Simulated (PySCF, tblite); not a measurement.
**C₅H₁₁B₂ radical: geometry, infrared bands and EPR parameters**

Wanted: the infrared bands and EPR parameters of C₅H₁₁B₂ radical (`B/C=C(/[B]C)CC`), by calculation.

Programs: tblite 0.8.0 and PySCF 2.14.0, with density-fitted response routines of our own. Each step states its level of theory. These are calculated values for one molecule in the gas phase, unless marked as measured. Atoms count from 0, in the outputs and in this text.

## (1) The starting structure

18 atoms, charge 0, multiplicity 2; geometry from: force field or distance geometry start.

Bonds of the start (Å): B0–C1 1.57, C1–C2 1.36, C2–B3 1.58, B3–C4 1.59, C2–C5 1.52, C5–C6 1.52, B0–H7 1.18, B0–H8 1.18, C1–H9 1.08, C4–H10 1.11, C4–H11 1.11, C4–H12 1.11, C5–H13 1.12, C5–H14 1.12, C6–H15 1.11, C6–H16 1.10, C6–H17 1.12.

## (2) Optimising the geometry with GFN2-xTB

The job: settings as JSON, then the geometry in Å.

```
{"job": {"kind": "relax", "xc": "GFN2-xTB", "basis": "xTB"}, "charge": 0, "multiplicity": 2}
B     -1.189900     2.293700     1.140500
C      0.044300     1.838000     0.288200
C      0.437700     0.547700     0.100900
B      1.679600     0.307600    -0.844500
C      2.225700    -1.150100    -1.189300
C     -0.329700    -0.635600     0.670300
C     -1.492300    -1.029400    -0.228900
H     -1.941700     1.532200     1.635600
H     -1.423200     3.447100     1.247400
H      0.620100     2.639800    -0.144900
H      3.076500    -1.053300    -1.901200
H      1.420300    -1.747700    -1.675400
H      2.567600    -1.658600    -0.265000
H      0.356000    -1.509000     0.782400
H     -0.697400    -0.403400     1.697500
H     -2.217400    -0.193100    -0.308600
H     -1.123700    -1.309100    -1.231700
H     -2.021200    -1.910600     0.215000
```

On the command line:

```bash
$ OMP_NUM_THREADS=1 python probes_run.py task.json out
```

One launch serves the whole session: the jobs run in the order shown.

**Question.** This job is followed by: GFN2-xTB harmonic vibrations, gas phase; UKS B3LYP, pcH-1 on B C H, non-relativistic, mean-field spin-orbit, GIAO. Predict these results of the whole session: strongest single infrared mode (GFN2-xTB); zero-point energy (GFN2-xTB); g(iso) (B3LYP); ⟨S²⟩; largest a(iso) (averaged by class); potential on the surface of density 0.002 e/bohr³, 1st and 99th percentile.

As calculated:

| quantity | value |
| --- | --- |
| strongest single infrared mode (GFN2-xTB) | 2586 cm⁻¹, 285 km/mol |
| zero-point energy (GFN2-xTB) | 91.4 kcal/mol |
| g(iso) (B3LYP) | 2.00238 |
| ⟨S²⟩ | 0.758 (exact 0.75) |
| largest a(iso) (averaged by class) | 1H on H10, H11, H12, 26.8 MHz |
| potential on the surface of density 0.002 e/bohr³, 1st and 99th percentile | -1.03 V and 1.66 V |

**Reading.** Over 85 steps the energy fell by 1.144 eV; of the close pairs, C2–B3 changed most, 1.579 to 1.426 Å. All 48 modes are real, so the xTB geometry is a minimum. The strongest single mode, at 2586 cm⁻¹, moves mainly H8. Unscaled tight-binding wavenumbers are off by several per cent, some by more. Its intensities can rank the bands wrongly. The largest spin populations lie on C1 (0.41 e), B3 (0.41 e). The isotropic g lies 0.1 ppt above the free-electron value. The conformer search found further structures of the same energy, which may be mirror or relabelled copies of this one.
